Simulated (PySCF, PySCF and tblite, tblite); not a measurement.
**C₇H₅N₂O−: a path driven as rotation about a bond, and NMR exchange, part 1 of 2**

How fast is rotation about a bond in C₇H₅N₂O− (`c1coc(-c2ccn[n-]2)c1`), and when do the exchanging lines merge?

Computed with tblite 0.8.0 (tight binding) and PySCF 2.14.0 (DFT, with response routines of our own); each step states its level. Atoms count from 0 throughout.

### 1 The starting structure

15 atoms, charge -1, multiplicity 1; geometry from: force field or distance geometry start.

Bonds of the start (Å): C0–C1 1.38, C0–C9 1.42, C0–H10 1.07, C1–H11 1.08, C1–O2 1.34, C3–C4 1.57, C3–C9 1.38, C4–C5 1.37, C4–N8 1.35, C5–C6 1.36, C5–H12 1.09, C6–H13 1.08, C6–N7 1.34, C9–H14 1.08, N7–N8 1.35, O2–C3 1.38.

### 2 GFN2-xTB relaxation, start minimum

The job: settings as JSON, then the geometry in Å.

```
{"job": {"xc": "GFN2-xTB", "basis": "xTB", "kind": "relax"}, "charge": -1, "multiplicity": 1}
C      2.781800     0.141000     0.022900
C      2.285000     0.873200     1.077200
O      0.942100     0.825800     1.122200
C      0.527400     0.071600     0.047000
C     -0.965100    -0.267400    -0.309900
C     -2.052500     0.184300     0.391600
C     -3.087900    -0.353600    -0.313100
N     -2.679600    -1.075200    -1.360600
N     -1.330200    -1.026200    -1.370200
C      1.633900    -0.375900    -0.636500
H      3.807100     0.002600    -0.243600
H      2.750900     1.440000     1.876100
H     -2.071900     0.802900     1.283200
H     -4.136400    -0.246400    -0.085800
H      1.590900    -0.988900    -1.522500
```

On the command line:

```bash
> OMP_NUM_THREADS=1 python ens_run.py task.json out
```

The driver reads the study from task.json and runs its stages one after another.

Log:

```text
step      E/eV     max force
  0    -751.40022    4.210
  1    -751.63248    1.362
  2    -751.69898    0.806
  3    -751.74485    0.647
  4    -751.78039    0.544
  5    -751.79945    0.487
  6    -751.81776    0.346
  7    -751.82564    0.215
  8    -751.82873    0.157
  9    -751.82986    0.095
 10    -751.83036    0.073
 11    -751.83067    0.065
 12    -751.83094    0.046
 13    -751.83117    0.029
 14    -751.83129    0.022
 15    -751.83134    0.016
 16    -751.83137    0.014
 17    -751.83140    0.016
 18    -751.83144    0.021
 19    -751.83150    0.026
 20    -751.83160    0.027
 21    -751.83175    0.028
 22    -751.83189    0.030
 23    -751.83198    0.033
 24    -751.83203    0.029
 25    -751.83207    0.023
 26    -751.83213    0.024
 27    -751.83220    0.021
 28    -751.83224    0.013
 29    -751.83225    0.007
 30    -751.83225    0.007
 31    -751.83226    0.005
 32    -751.83226    0.006
 33    -751.83226    0.005
 34    -751.83227    0.004
 35    -751.83227    0.003
```

Wall time 0.24 s (1 thread of Arm Neoverse V1, shared host).

The energy fell by 0.432 eV, and the atoms moved 0.07 Å (root mean square).

### 3 Relaxed scan, rotation

The job: settings as JSON, then the geometry in Å.

```
{"job": {"xc": "GFN2-xTB", "basis": "xTB", "coordinate": [["t", [2, 3, 4, 5], 0.25], ["t", [2, 3, 4, 8], 0.25], ["t", [9, 3, 4, 5], 0.25], ["t", [9, 3, 4, 8], 0.25]], "kind": "drive"}, "charge": -1, "multiplicity": 1}
C      2.728619     0.142791     0.023468
C      2.210560     0.848653     1.064252
O      0.857631     0.781417     1.056665
C      0.496838     0.016773    -0.010282
C     -0.882158    -0.233541    -0.278039
C     -2.013674     0.212710     0.431486
C     -3.063062    -0.336001    -0.282081
N     -2.601253    -1.046675    -1.325139
N     -1.281900    -0.988658    -1.328344
C      1.629243    -0.398734    -0.676379
H      3.771125     0.026295    -0.211421
H      2.666636     1.420706     1.850545
H     -2.040171     0.830840     1.313625
H     -4.125741    -0.255612    -0.097665
H      1.642893    -1.012973    -1.552604
```

Log:

```text
point  coordinate     E/eV
  0    -75.300     -751.81648
  1    -60.500     -751.77305
  2    -45.600     -751.71048
  3    -30.500     -751.64325
  4    -15.300     -751.59046
  5     -0.000     -751.57081
  6     15.300     -751.58463
  7     30.500     -751.62726
  8     45.500     -751.68323
  9     60.400     -751.73367
 10     75.200     -751.76696
 11     90.000     -751.77799
```

Wall time 2.1 s (1 thread of Arm Neoverse V1, shared host).

The highest point is number 5, 5.7 kcal/mol above the first.

### 4 Nudged elastic band, leg 1

The job, as its differences from that of step 3:

```diff
@@ -1,2 +1,2 @@
-{"job": {"xc": "GFN2-xTB", "basis": "xTB", "coordinate": [["t", [2, 3, 4, 5], 0.25], ["t", [2, 3, 4, 8], 0.25], ["t", [9, 3, 4, 5], 0.25], ["t", [9, 3, 4, 8], 0.25]], "kind": "drive"}, "charge": -1, "multiplicity": 1}
+{"job": {"xc": "GFN2-xTB", "basis": "xTB", "kind": "neb"}, "charge": -1, "multiplicity": 1}
 C      2.728619     0.142791     0.023468
```

Log:

```text
image   E - E0 / eV
  0       0.0000
  1       0.0680
  2       0.2005
  3       0.2615
  4       0.1973
  5       0.0923
  6       0.0520
```

Run time: 1.3 s. Hardware: 1 thread of Arm Neoverse V1, shared host.

The highest point is number 3, 6.0 kcal/mol above the first.

### 5 Saddle search, leg 1

The job: settings as JSON, then the geometry in Å.

```
{"job": {"xc": "GFN2-xTB", "basis": "xTB", "kind": "saddle"}, "charge": -1, "multiplicity": 1}
C      2.673431     0.423957    -0.054269
C      2.330874     0.312125     1.256430
O      1.027716    -0.004700     1.380632
C      0.509113    -0.104953     0.129560
C     -0.897570    -0.418013    -0.058243
C     -1.953229     0.492446    -0.182400
C     -3.055017    -0.334678    -0.369360
N     -2.681674    -1.614962    -0.357954
N     -1.368272    -1.674686    -0.168235
C      1.494635     0.153755    -0.787733
H      3.643482     0.669271    -0.446082
H      2.893947     0.436530     2.163018
H     -1.909993     1.570252    -0.138297
H     -4.090542    -0.055962    -0.513025
H      1.383101     0.149618    -1.854041
```

Log:

```text
step      E/eV     max force
  0    -751.57078   0.0188
  1    -751.57091   0.0014
lowest wavenumbers (cm-1): -74.1 107.0 113.5 366.8 382.2 394.3
```

Wall time 1.9 s (1 thread of Arm Neoverse V1, shared host).

Point group C1; 1 imaginary mode, 74i cm⁻¹, carried by C5, N8, O2, C9. Steps downhill from it reached both ends.

### 6 Shieldings, start: revPBE/pcSseg-1

The job: settings as JSON, then the geometry in Å.

```
{"job": {"kind": "nmr", "xc": "revPBE", "basis": "pcSseg-1", "pop": false}, "charge": -1, "multiplicity": 1}
C      2.728619     0.142791     0.023468
C      2.210560     0.848653     1.064252
O      0.857631     0.781417     1.056665
C      0.496838     0.016773    -0.010282
C     -0.882158    -0.233541    -0.278039
C     -2.013674     0.212710     0.431486
C     -3.063062    -0.336001    -0.282081
N     -2.601253    -1.046675    -1.325139
N     -1.281900    -0.988658    -1.328344
C      1.629243    -0.398734    -0.676379
H      3.771125     0.026295    -0.211421
H      2.666636     1.420706     1.850545
H     -2.040171     0.830840     1.313625
H     -4.125741    -0.255612    -0.097665
H      1.642893    -1.012973    -1.552604
```

Log:

```text
coarse grid: 13912 points
cycle   1  E = -454.0899629128  dE =  1.797e+00  |g| = 7.100e-01  |ddm| = 4.112e+00
cycle   2  E = -453.9185782808  dE =  1.714e-01  |g| = 1.098e+00  |ddm| = 3.476e+00
cycle   3  E = -454.2111173318  dE = -2.925e-01  |g| = 2.721e-01  |ddm| = 2.500e+00
cycle   4  E = -454.2270877082  dE = -1.597e-02  |g| = 1.261e-01  |ddm| = 4.320e-01
cycle   5  E = -454.2307238628  dE = -3.636e-03  |g| = 4.452e-02  |ddm| = 1.936e-01
cycle   6  E = -454.2311217919  dE = -3.979e-04  |g| = 1.388e-02  |ddm| = 5.100e-02
cycle   7  E = -454.2311547325  dE = -3.294e-05  |g| = 7.072e-03  |ddm| = 1.754e-02
cycle   8  E = -454.2311670472  dE = -1.231e-05  |g| = 7.714e-04  |ddm| = 7.100e-03
cycle   9  E = -454.2311671257  dE = -7.850e-08  |g| = 4.990e-04  |ddm| = 1.066e-03
final grid: 138512 points
cycle  10  E = -454.3093608917  dE = -2.348e-05  |g| = 1.986e-02  |ddm| = 7.457e-02
cycle  11  E = -454.3090289924  dE =  3.319e-04  |g| = 4.556e-02  |ddm| = 5.689e-02
cycle  12  E = -454.3094249543  dE = -3.960e-04  |g| = 7.362e-03  |ddm| = 4.277e-02
cycle  13  E = -454.3094388274  dE = -1.387e-05  |g| = 1.491e-03  |ddm| = 8.831e-03
cycle  14  E = -454.3094392959  dE = -4.685e-07  |g| = 4.315e-04  |ddm| = 2.142e-03
cycle  15  E = -454.3094393295  dE = -3.360e-08  |g| = 2.206e-04  |ddm| = 7.355e-04
cycle  16  E = -454.3094393419  dE = -1.246e-08  |g| = 3.511e-05  |ddm| = 2.780e-04
cycle  17  E = -454.3094393422  dE = -2.649e-10  |g| = 1.399e-05  |ddm| = 5.441e-05
converged SCF energy = -454.3094393422

GIAO shielding tensors (ppm)
atom      isotropic    diamagn.    paramagn.     s11        s22        s33       span
  0 C       71.817     256.294    -184.477    -13.365     74.739    154.077    167.442
  1 C       54.412     248.161    -193.749    -13.165     76.980     99.422    112.587
  2 O       53.875     396.755    -342.879    -73.157      3.036    231.746    304.903
  3 C       19.236     250.443    -231.207    -46.050     19.648     84.111    130.161
  4 C       43.220     243.470    -200.250    -25.107     38.661    116.106    141.213
  5 C       85.480     250.094    -164.614      8.008     89.990    158.442    150.434
  6 C       51.455     251.165    -199.710    -35.268     74.642    114.991    150.259
  7 N     -110.486     331.925    -442.411   -364.698   -137.728    170.967    535.665
  8 N     -102.361     329.770    -432.131   -349.175   -126.506    168.599    517.774
  9 C       88.145     249.387    -161.243     24.457     83.298    156.679    132.221
 10 H       25.770      31.926      -6.155     24.805     26.067     26.438      1.633
 11 H       24.955      30.966      -6.011     22.658     25.763     26.444      3.786
 12 H       25.498      33.559      -8.061     23.731     24.947     27.816      4.085
 13 H       24.612      31.213      -6.601     23.271     24.142     26.423      3.152
 14 H       25.092      34.421      -9.329     21.326     26.237     27.713      6.387
```

Wall time 42 s (1 thread of Arm Neoverse V1, shared host); peak memory 0.7 GiB.

Key values: HOMO 0.03 eV, LUMO 3.21 eV.

### 7 Shieldings, saddle of leg 1: revPBE/pcSseg-1

The job: settings as JSON, then the geometry in Å.

```
{"job": {"kind": "nmr", "xc": "revPBE", "basis": "pcSseg-1", "pop": false}, "charge": -1, "multiplicity": 1}
C      2.673426     0.423551    -0.054280
C      2.332488     0.312701     1.257008
O      1.028621    -0.000880     1.383266
C      0.507835    -0.100030     0.132918
C     -0.898214    -0.415347    -0.056081
C     -1.955180     0.492845    -0.183721
C     -3.055306    -0.336416    -0.371562
N     -2.679549    -1.616055    -0.358365
N     -1.366333    -1.673140    -0.166315
C      1.492526     0.157288    -0.785590
H      3.643512     0.664793    -0.448245
H      2.900523     0.428181     2.161484
H     -1.912915     1.570744    -0.143545
H     -4.091430    -0.059620    -0.515291
H      1.379994     0.151385    -1.851680
```

Log:

```text
coarse grid: 13912 points
cycle   1  E = -454.0770212834  dE =  1.811e+00  |g| = 7.149e-01  |ddm| = 4.043e+00
cycle   2  E = -453.9135899652  dE =  1.634e-01  |g| = 1.106e+00  |ddm| = 2.907e+00
cycle   3  E = -454.2053488585  dE = -2.918e-01  |g| = 2.445e-01  |ddm| = 2.007e+00
cycle   4  E = -454.2165834380  dE = -1.123e-02  |g| = 1.131e-01  |ddm| = 3.341e-01
cycle   5  E = -454.2192816855  dE = -2.698e-03  |g| = 4.270e-02  |ddm| = 1.568e-01
cycle   6  E = -454.2196790454  dE = -3.974e-04  |g| = 1.284e-02  |ddm| = 4.865e-02
cycle   7  E = -454.2197047860  dE = -2.574e-05  |g| = 6.664e-03  |ddm| = 1.574e-02
cycle   8  E = -454.2197157643  dE = -1.098e-05  |g| = 1.285e-03  |ddm| = 7.514e-03
cycle   9  E = -454.2197161020  dE = -3.377e-07  |g| = 5.778e-04  |ddm| = 1.824e-03
final grid: 138512 points
cycle  10  E = -454.2976959056  dE = -2.400e-05  |g| = 2.067e-02  |ddm| = 6.567e-02
cycle  11  E = -454.2973332307  dE =  3.627e-04  |g| = 4.787e-02  |ddm| = 4.969e-02
cycle  12  E = -454.2977670719  dE = -4.338e-04  |g| = 6.834e-03  |ddm| = 3.753e-02
cycle  13  E = -454.2977792598  dE = -1.219e-05  |g| = 1.311e-03  |ddm| = 8.369e-03
cycle  14  E = -454.2977795967  dE = -3.369e-07  |g| = 4.666e-04  |ddm| = 1.473e-03
cycle  15  E = -454.2977796348  dE = -3.808e-08  |g| = 2.440e-04  |ddm| = 6.594e-04
cycle  16  E = -454.2977796500  dE = -1.517e-08  |g| = 3.237e-05  |ddm| = 2.819e-04
cycle  17  E = -454.2977796502  dE = -2.195e-10  |g| = 1.121e-05  |ddm| = 3.954e-05
converged SCF energy = -454.2977796502

GIAO shielding tensors (ppm)
atom      isotropic    diamagn.    paramagn.     s11        s22        s33       span
  0 C       73.139     255.788    -182.649    -12.319     75.326    156.411    168.730
  1 C       49.475     248.333    -198.858    -20.364     64.871    103.918    124.282
  2 O       13.245     396.313    -383.068   -125.200    -69.005    233.940    359.140
  3 C       14.850     250.663    -235.813    -64.183     11.225     97.508    161.691
  4 C       48.307     245.470    -197.163    -33.508     65.453    112.978    146.486
  5 C       79.676     249.846    -170.170     -5.800     95.541    149.288    155.087
  6 C       53.160     251.087    -197.927    -34.652     77.250    116.881    151.533
  7 N      -95.237     332.703    -427.939   -325.795   -131.563    171.648    497.444
  8 N     -102.893     327.955    -430.848   -330.675   -141.704    163.701    494.375
  9 C       74.054     250.471    -176.418     -5.313     77.378    150.096    155.409
 10 H       25.607      31.922      -6.315     24.664     25.866     26.291      1.627
 11 H       24.661      30.422      -5.761     22.492     25.172     26.321      3.829
 12 H       25.829      33.490      -7.661     24.053     25.363     28.072      4.020
 13 H       24.591      31.308      -6.717     23.300     24.516     25.956      2.656
 14 H       25.787      34.438      -8.651     23.975     24.992     28.395      4.420
```

Wall time 50 s (1 thread of Arm Neoverse V1, shared host); peak memory 0.71 GiB.

Key values: HOMO 0.26 eV, LUMO 3.17 eV.

Orbitals, density, ELF and potential are computed afterwards from the orbital file.

Frontier orbitals at revPBE/pcSseg-1, with the share of their density that lies nearest to each atom:

| orbital | energy (eV) | lies on |
| --- | --- | --- |
| HOMO | 0.26 | N7, N8 about 39 % each; C4, C6 about 8 % each |
| LUMO | 3.17 | C1, C3 about 23 % each; O2 18 %; C0 13 % |

ELF in a plane through or near 10 of the atoms.

Ten even steps from '0' (0.00) to '9' (1.00):
```
0000000000000000000000000000
0000000000000000000000000000
0000000000000000000000000000
0000000100000000000000000000
0000028940023000000000000000
0000089990378400000000000000
0000189993689501100121000000
0000038954847305410453100000
0000001532578476742666651000
0000001696021391453247883000
0000156525463283553317883000
0000799827528556732665541000
0000899957316103300352100000
0000599613799400100121000000
0000034002999800000000000000
0000000001999800000000000000
0000000000477200000000000000
0000000000000000000000000000
0000000000000000000000000000
0000000000000000000000000000
```
The map spans 13.4 Å across and 9.3 Å up, centred on the molecule. Atoms in the plane (x, y in Å): C0 (-2.7, -0.4), C1 (-2.5, 0.9), O2 (-1.2, 1.2), C3 (-0.5, 0.1), C4 (0.9, 0.1), C6 (3.1, 0.1), C9 (-1.4, -1.0), H10 (-3.6, -1.0), H11 (-3.2, 1.7), H14 (-1.1, -2.0).

On the surface of density 0.002 e/bohr³ the electrostatic potential runs, from the 1st to the 99th percentile, from -6.27 V near N8 to -1.74 V near H11.

### 8 Shieldings, end: revPBE/pcSseg-1

The job: settings as JSON, then the geometry in Å.

```
{"job": {"kind": "nmr", "xc": "revPBE", "basis": "pcSseg-1", "pop": false}, "charge": -1, "multiplicity": 1}
C      2.584172     0.657408     0.027347
C      2.498523    -0.209305     1.072243
O      1.232433    -0.658454     1.215154
C      0.480773    -0.076480     0.249409
C     -0.917164    -0.350017     0.131968
C     -1.808363     0.189068    -0.819002
C     -3.012886    -0.400640    -0.485184
N     -2.857831    -1.219004     0.569647
N     -1.593088    -1.191460     0.946096
C      1.283296     0.750033    -0.512029
H      3.467309     1.166092    -0.314510
H      3.230282    -0.576660     1.766925
H     -1.594927     0.889703    -1.609552
H     -3.981555    -0.277656    -0.950227
H      0.974842     1.344930    -1.348865
```

Log:

```text
coarse grid: 13912 points
cycle   1  E = -454.0835907391  dE =  1.811e+00  |g| = 7.160e-01  |ddm| = 4.129e+00
cycle   2  E = -453.9144060845  dE =  1.692e-01  |g| = 1.112e+00  |ddm| = 2.811e+00
cycle   3  E = -454.2109675820  dE = -2.966e-01  |g| = 2.529e-01  |ddm| = 1.960e+00
cycle   4  E = -454.2236079766  dE = -1.264e-02  |g| = 1.178e-01  |ddm| = 3.497e-01
cycle   5  E = -454.2268138653  dE = -3.206e-03  |g| = 4.082e-02  |ddm| = 1.657e-01
cycle   6  E = -454.2271771155  dE = -3.633e-04  |g| = 1.380e-02  |ddm| = 5.304e-02
cycle   7  E = -454.2272121671  dE = -3.505e-05  |g| = 7.511e-03  |ddm| = 1.871e-02
cycle   8  E = -454.2272256152  dE = -1.345e-05  |g| = 9.740e-04  |ddm| = 7.474e-03
cycle   9  E = -454.2272257369  dE = -1.217e-07  |g| = 6.259e-04  |ddm| = 1.408e-03
final grid: 138512 points
cycle  10  E = -454.3047917460  dE = -2.924e-05  |g| = 1.891e-02  |ddm| = 6.931e-02
cycle  11  E = -454.3045334087  dE =  2.583e-04  |g| = 4.136e-02  |ddm| = 4.948e-02
cycle  12  E = -454.3048520947  dE = -3.187e-04  |g| = 6.266e-03  |ddm| = 3.626e-02
cycle  13  E = -454.3048620768  dE = -9.982e-06  |g| = 1.184e-03  |ddm| = 7.545e-03
cycle  14  E = -454.3048623666  dE = -2.898e-07  |g| = 4.378e-04  |ddm| = 1.400e-03
cycle  15  E = -454.3048624061  dE = -3.947e-08  |g| = 1.950e-04  |ddm| = 5.847e-04
cycle  16  E = -454.3048624149  dE = -8.756e-09  |g| = 3.673e-05  |ddm| = 2.291e-04
cycle  17  E = -454.3048624151  dE = -2.429e-10  |g| = 1.630e-05  |ddm| = 4.274e-05
converged SCF energy = -454.3048624151

GIAO shielding tensors (ppm)
atom      isotropic    diamagn.    paramagn.     s11        s22        s33       span
  0 C       72.670     255.258    -182.588    -12.698     75.695    155.012    167.709
  1 C       54.047     248.319    -194.272    -11.034     74.124     99.050    110.085
  2 O       51.763     393.724    -341.960    -84.597     -6.186    246.073    330.670
  3 C       21.665     249.544    -227.879    -40.609     18.627     86.977    127.586
  4 C       42.915     246.041    -203.126    -25.974     41.939    112.781    138.755
  5 C       83.612     250.988    -167.376      7.258     91.307    152.269    145.011
  6 C       51.257     250.834    -199.577    -37.107     74.688    116.189    153.296
  7 N     -108.154     332.220    -440.374   -356.654   -136.974    169.167    525.822
  8 N     -105.268     326.803    -432.072   -367.851   -129.370    181.417    549.268
  9 C       87.614     251.141    -163.527     26.887     87.133    148.822    121.934
 10 H       25.779      31.939      -6.160     24.846     26.099     26.392      1.546
 11 H       24.988      30.488      -5.501     22.564     25.796     26.602      4.039
 12 H       25.570      34.457      -8.887     24.071     24.651     27.988      3.917
 13 H       24.617      31.310      -6.693     23.376     24.075     26.401      3.024
 14 H       25.896      35.383      -9.488     22.280     26.557     28.849      6.569
```

It took 41 s on 1 thread of Arm Neoverse V1, shared host; peak memory 0.71 GiB.

This run: HOMO 0.13 eV, LUMO 3.23 eV.

(Continued in part 2 of 2.)
